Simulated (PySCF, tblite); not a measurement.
**C₆H₁₁OS−: geometry, infrared bands and NMR shifts**

Wanted: the infrared bands and NMR shifts of C₆H₁₁OS− (`C[C@@H](O)C[C@@H]1C[C@@H]1[S-]`), by calculation.

Programs: tblite 0.8.0 and PySCF 2.14.0, with density-fitted response routines of our own. Each step states its level of theory. These are calculated values for one molecule in the gas phase, unless marked as measured. Atoms count from 0, in the outputs and in this text.

## (1) The molecule as given

19 atoms, charge -1, multiplicity 1; geometry from: force field or distance geometry start.

Bonds of the start (Å): C0–C1 1.52, C1–O2 1.42, C1–C3 1.49, C3–C4 1.50, C4–C5 1.52, C5–C6 1.51, C6–S7 1.77, C6–C4 1.51, C0–H8 1.11, C0–H9 1.11, C0–H10 1.09, C1–H11 1.13, O2–H12 0.99, C3–H13 1.10, C3–H14 1.13, C4–H15 1.11, C5–H16 1.11, C5–H17 1.10, C6–H18 1.11.

## (2) Optimising the geometry with GFN2-xTB

What the job is given:

```
{"job": {"kind": "relax", "xc": "GFN2-xTB", "basis": "xTB"}, "charge": -1, "multiplicity": 1}
C      2.144300    -0.575300    -0.707900
C      1.409000     0.023100     0.480000
O      2.252400     1.079600     0.909300
C      0.085600     0.631800     0.163700
C     -0.919200    -0.315600    -0.409700
C     -2.304000     0.172900    -0.785700
C     -2.088600    -0.608700     0.492300
S     -2.345800     0.358100     1.955600
H      1.941600    -1.668200    -0.729400
H      3.221500    -0.477100    -0.467500
H      1.953100    -0.052700    -1.649800
H      1.344100    -0.729500     1.315600
H      1.812200     1.608400     1.617100
H      0.149400     1.501900    -0.511800
H     -0.342400     1.013300     1.140900
H     -0.532900    -1.140700    -1.042300
H     -2.542700     1.256600    -0.715100
H     -2.877100    -0.389500    -1.540800
H     -2.370200    -1.679300     0.478200
```

Started as:

```console
$ OMP_NUM_THREADS=1 python probes_run.py task.json out
```

One launch serves the whole session: the jobs run in the order shown.

**Question.** This job is followed by: GFN2-xTB harmonic vibrations, gas phase; GIAO PBE0/pcSseg-1 NMR shielding, non-relativistic, gas phase. What will the session give for the following? strongest single infrared mode (GFN2-xTB); zero-point energy (GFN2-xTB); 13C shifts against TMS (PBE0/pcSseg-1); 1H shifts against TMS (PBE0/pcSseg-1, means over atoms taken as alike); 17O shifts against H2O (PBE0/pcSseg-1); 33S shifts against CS2 (PBE0/pcSseg-1).

As calculated:

| quantity | value |
| --- | --- |
| strongest single infrared mode (GFN2-xTB) | 2678 cm⁻¹, 1292 km/mol |
| zero-point energy (GFN2-xTB) | 98.2 kcal/mol |
| 13C shifts against TMS (PBE0/pcSseg-1) | 72.9, 41.1, 30.3, 26.6, 20.7, 20.3 ppm |
| 1H shifts against TMS (PBE0/pcSseg-1, means over atoms taken as alike) | 9.72, 3.70, 3.54, 2.49, 0.93, 0.88, 0.44, 0.39, -0.91 ppm |
| 17O shifts against H2O (PBE0/pcSseg-1) | 69.6 ppm |
| 33S shifts against CS2 (PBE0/pcSseg-1) | -126 ppm |

Relaxing lowered the energy by 0.749 eV in 193 steps; the close pair that moved most is C1–C3, from 1.491 to 1.534 Å. All 51 modes are real, so the xTB geometry is a minimum. The strongest single mode, at 2678 cm⁻¹, moves mainly H12. GFN2-xTB is a fitted tight-binding method: band positions and strengths are rough. Its intensities can rank the bands wrongly. C1 (sp3 CH bonded to O) lies farthest downfield among carbon, at 72.9 ppm; deshielded by the electronegative neighbour. At PBE0/pcSseg-1: The largest span, 319 ppm, is at S7, where the paramagnetic term is -429 ppm.
